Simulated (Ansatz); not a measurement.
# B7P: a trial structure relaxed

Aim: relax a trial structure of B7P and see where it ends.

Program: Ansatz 0.2.0. Level of theory: DFT PBE, scalar-relativistic, plane waves, PAW. These are calculated values, not measurements.

2 further runs of the same task are left out: 1 that didn't finish, 1 set aside as unsound or not needed.

### 1 The structure to begin with

Symmetry: P6/mmm, No. 191, hexagonal system. The conventional cell has a = 3.764 Å, b = 3.764 Å, c = 6.018 Å, α = 90.00°, β = 90.00°, γ = 120.00°. B (site symmetry mmm) is surrounded by 4 B at 1.88 Å and 2 P at 1.88 Å. B (site symmetry mmm) is surrounded by 6 B at 1.88 Å. B (site symmetry 6/mmm) has 6 B at 1.88 Å as nearest neighbours. P (site symmetry 6/mmm) has 6 B at 1.88 Å as nearest neighbours.

Coordinates:

```cif
data_structure
_symmetry_space_group_name_H-M 'P 1'
_symmetry_Int_Tables_number 1
_cell_length_a 3.7638
_cell_length_b 3.7638
_cell_length_c 6.0177
_cell_angle_alpha 90.000
_cell_angle_beta 90.000
_cell_angle_gamma 120.000
_cell_volume 73.83
loop_
_atom_site_label
_atom_site_type_symbol
_atom_site_fract_x
_atom_site_fract_y
_atom_site_fract_z
_atom_site_occupancy
B1 B 0.50000 0.00000 0.00000 1
B2 B 0.00000 0.50000 0.00000 1
B3 B 0.50000 0.50000 0.00000 1
B4 B 0.50000 0.00000 0.50000 1
B5 B 0.00000 0.50000 0.50000 1
B6 B 0.50000 0.50000 0.50000 1
B7 B 0.00000 0.00000 0.50000 1
P1 P 0.00000 0.00000 0.00000 1
```

A structure generator made this guess: random cell by space group and Wyckoff sites (P6/mmm, No. 191). Its size is a rough estimate.

### 2 A first look at the guess

input.yaml reads:

```yaml
crystal:
  lattice:
    - [3.76378824, 0.0, 0.0]
    - [-1.88189412, 3.25953623, 0.0]
    - [0.0, 0.0, 6.01770838]
  atoms:
    - { symbol: B, position: [0.5, 0.0, 0.0] }
    - { symbol: B, position: [0.0, 0.5, 0.0] }
    - { symbol: B, position: [0.5, 0.5, 0.0] }
    - { symbol: B, position: [0.5, 0.0, 0.5] }
    - { symbol: B, position: [0.0, 0.5, 0.5] }
    - { symbol: B, position: [0.5, 0.5, 0.5] }
    - { symbol: B, position: [0.0, 0.0, 0.5] }
    - { symbol: P, position: [0.0, 0.0, 0.0] }
basis:
  ecutwfc: 420
kpoints:
  mp_grid: { grid: [6, 6, 4] }
hamiltonian:
  xc: pbe
scf:
  occupations: { method: gaussian, width: 0.1 }
  lower_state_search: "off"
output:
  forces: true
  stress: true
  eigenvalues: true
```

Command:

```console
$ ansatz run input.yaml --threads 1 --pin off --max-ram 2048MiB --backend cpu --events-out ev --progress --plain --runs-dir out
```

Further runs follow: rough relaxation on the coarse mesh; relaxation on the finer mesh; the kicked end on a coarse mesh; a loose first relaxation (after the kick); final relaxation (after the kick).

What does the calculation give? Wanted: conventional cell; volume; energy over the elements, black P; gap on the mesh.

As calculated:

```
                                    quantity                                                                       value
symmetry at the first end (tolerance 0.05 Å)                                                space group P6/mmm (No. 191)
                           conventional cell  a = 3.669 Å, b = 3.669 Å, c = 7.409 Å, α = 90.00°, β = 90.00°, γ = 120.00°
                                      volume                                                               10.80 Å³/atom
           energy over the elements, black P                                                               +1.23 eV/atom
                             gap on the mesh                                                                none (metal)
```

In words: The space group P6/mmm (No. 191) is kept, and the volume per atom grows by 17.0 % from the first guess. The formation energy is positive, so the separate elements lie lower. No finished test with a distortion of lower symmetry is shown, so the end may be a saddle point.
